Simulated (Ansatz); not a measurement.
# CH₂IN: ionisation energy by level of theory

The task here is to estimate one member of a computed series from the others.

Program: Ansatz 0.2.0, Gaussian basis. Level of theory: unrestricted cation, the program's frozen cores in correlated methods. These are calculated values, not measurements.

The runs, in order: UKS PBE-D4/def2-TZVPP; UKS r2SCAN-D4/def2-TZVPP; UKS PBE0-D4/def2-TZVPP; UKS B3LYP-D4/def2-TZVPP; UKS wB97X-V/def2-TZVPP; UKS wB97M-V/def2-TZVPP; UKS B2PLYP/def2-TZVPP; UHF-CCSD(T)/def2-TZVPP; UHF-MP2/def2-QZVPP; extrapolation to the limit; then −ε(HOMO) from the neutral's earlier runs with LDA (SPW92), PBE-D4, revPBE-D4, BLYP-D4, r2SCAN-D4, B97M-V, PBE0-D4, B3LYP-D4, r2SCANh-D4, r2SCAN0-D4, HSE06-D4, BHLYP-D4, CAM-B3LYP-D4, LC-ωPBE, ωB97X-V, ωB97M-V.

1 further run of the same task is left out (for a known fault of the program).

**Structure used throughout**

All runs share one geometry, relaxed beforehand with PBE0-D4 in a triple-zeta def2 set. I takes the def2 core potential; no spin-orbit term is included.

SMILES `N=CI`, 5 atoms, charge 0, spin multiplicity 1.

Atoms are counted from 1 here; the program's logs count them from 0.

Bond lengths: N1–C2 1.245 Å, N1–H4 1.021 Å, C2–I3 2.104 Å, C2–H5 1.092 Å. Angles: C2–N1–H4 111.4°, N1–C2–I3 121.0°, N1–C2–H5 128.0°, I3–C2–H5 110.9°.

Set-up of the first run:

Contents of in.yaml:

```yaml
crystal:
  periodic: [false, false, false]
  atoms:
    - {symbol: N, position_ang: [-0.913902, -0.414762, 0.180783]}
    - {symbol: C, position_ang: [0.209961, 0.070668, -0.047674]}
    - {symbol: I, position_ang: [1.876500, -0.452150, 1.126084]}
    - {symbol: H, position_ang: [-1.612117, -0.060792, -0.474915]}
    - {symbol: H, position_ang: [0.489359, 0.783437, -0.825680]}
basis:
  gaussian: {orbitals: def2-TZVPP}
total_charge: 1
magnetization: {spin_polarized: true, initial_magnetization: 1}
hamiltonian: {xc: pbe, dispersion: d4}
```

Launch:

```sh
$ ansatz run in.yaml --threads 2 --pin off --events-out ev --progress --plain --max-ram 4352MiB
```

Among the steps run: Cation, UKS PBE-D4/def2-TZVPP; Cation, UKS r2SCAN-D4/def2-TZVPP; Cation, UKS PBE0-D4/def2-TZVPP; Cation, UKS B3LYP-D4/def2-TZVPP; Cation, UKS wB97X-V/def2-TZVPP; Cation, UKS wB97M-V/def2-TZVPP; Cation, UKS B2PLYP (frozen core)/def2-TZVPP; Cation, UHF-CCSD(T)/def2-TZVPP; Cation, UHF-MP2/def2-QZVPP.

One table of the session follows, with a row left open; its other results are not shown here.

It belongs to the step «Ionisation energies side by side». For comparison, −ε(HOMO) of the neutral from earlier runs:

```
  functional  −ε(HOMO) (eV)
 LDA (SPW92)           6.66
      PBE-D4           6.50
   revPBE-D4           6.45
     BLYP-D4           6.33
   r2SCAN-D4           6.79
      B97M-V           6.78
     PBE0-D4           7.63
    B3LYP-D4           7.40
  r2SCANh-D4           7.21
  r2SCAN0-D4           7.81
    HSE06-D4           7.24
    BHLYP-D4           8.58
CAM-B3LYP-D4              ?
     LC-ωPBE          10.21
     ωB97X-V           9.86
     ωB97M-V           9.74
```

Q: Estimate the row for CAM-B3LYP-D4 from the others.

The run gave: −ε(HOMO) (eV): 8.87. In the column «−ε(HOMO) (eV)» it lies between BHLYP-D4 (8.58) and ωB97M-V (9.74).
